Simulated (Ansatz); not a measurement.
Run this with Ansatz 0.2.0, Python API and show what comes out.

`terh_formation.py`
```python
# -*- coding: utf-8 -*-
"""Is TeRh bound against its elements, after relaxing cells and atoms."""

from collections import Counter
import warnings

import ansatz as az
import numpy as np


def ground_state(name, crystal):
    calc = crystal.calculation()
    calc = calc.functional("pbesol").basis(520)
    calc = calc.kpoints(spacing=0.3)
    calc = calc.occupations("cold", width=0.1)
    calc = calc.stress()
    calc = calc.relax(force_tolerance=0.03, cell=True)
    return calc.run(threads=1)


def counts(outcome):
    return Counter(site.symbol for site in outcome.lattice.sites)

def formation_energy(outcome, mu):
    n = counts(outcome)
    return (outcome.report["energy_sigma0_ev"] - sum(k * mu[element] for element, k in n.items())) / sum(n.values())


def volume_per_atom(outcome):
    return abs(np.linalg.det(outcome.lattice.cell_ang)) / len(outcome.lattice.sites)


def main():
    warnings.simplefilter("ignore", az.DeckWarning)

    phases = {}
    terh = (
        az.Lattice.from_parameters(3.99, 3.99, 5.66, alpha=90.0, beta=90.0, gamma=120.0)
        .atom("Te", (1 / 3, 2 / 3, 0.25))
        .atom("Te", (2 / 3, 1 / 3, 0.75))
        .atom("Rh", (0.0, 0.0, 0.0))
        .atom("Rh", (0.0, 0.0, 0.5))
    )
    phases["TeRh"] = terh
    te = (
        az.Lattice.of((4.454, 0.0, 0.0), (-2.227, 3.857277, 0.0), (0.0, 0.0, 5.924))
        .atom("Te", (0.269, 0.0, 1 / 3))
        .atom("Te", (0.0, 0.269, 2 / 3))
        .atom("Te", (0.731, 0.731, 0.0))
    )
    phases["Te"] = te
    rh = (
        az.Lattice.fcc(3.7957)
        .space_group(225)
        .atom("Rh", (0.0, 0.0, 0.0))
        .primitive()
    )
    phases["Rh"] = rh

    done = {}
    for name, crystal in phases.items():
        done[name] = ground_state(name, crystal)
        print(f"{name}: {done[name].report['energy_sigma0_ev']:.4f} eV, {len(done[name].lattice.sites)} atoms")

    # energy of one atom in its reference phase
    references = {"Te": "Te", "Rh": "Rh"}
    mu = {element: done[name].report["energy_sigma0_ev"] / len(done[name].lattice.sites) for element, name in references.items()}

    target = done["TeRh"]
    heat = formation_energy(target, mu)
    n = counts(target)
    print("cell content:", dict(n), " volume", round(volume_per_atom(target), 3), "A^3/atom")
    print("formation energy", round(heat, 4), "eV/atom,", round(heat * sum(n.values()), 4), "eV per cell")
    print("bound against the elements" if heat < 0 else "unbound against the elements")


if __name__ == "__main__":
    main()
```

```console
$ python terh_formation.py
TeRh: -26481.8110 eV, 4 atoms
Te: -20704.5296 eV, 3 atoms
Rh: -6338.7560 eV, 1 atoms
cell content: {<Element.TE: 'Te'>: 2, <Element.RH: 'Rh'>: 2}  volume 19.484 A^3/atom
formation energy -0.3198 eV/atom, -1.2792 eV per cell
bound against the elements
```

Notes:
- Total energies depend on the potentials; only differences at equal settings carry meaning.
- For the metals among these phases the mesh is modest: differences between phases can be off by up to 40 meV an atom.
- The cells come from databases of deposited and of computed structures, and not all need be stable phases.
- The compound is the structure given, not necessarily its lowest; energies are at zero temperature, with no correction for gases. A semilocal functional's error on such energies is often 0.05 to 0.1 eV an atom, and 0.1 to 0.3 eV against gases such as O2 or F2.
- Run time: 51 s on 1 thread of Arm Neoverse V2 (shared host), peak memory 0.48 GiB.

(A comment or docstring line of the script was reworded after the run, the code is as it ran; lines on the test bed's own set-up are left out of the output.)
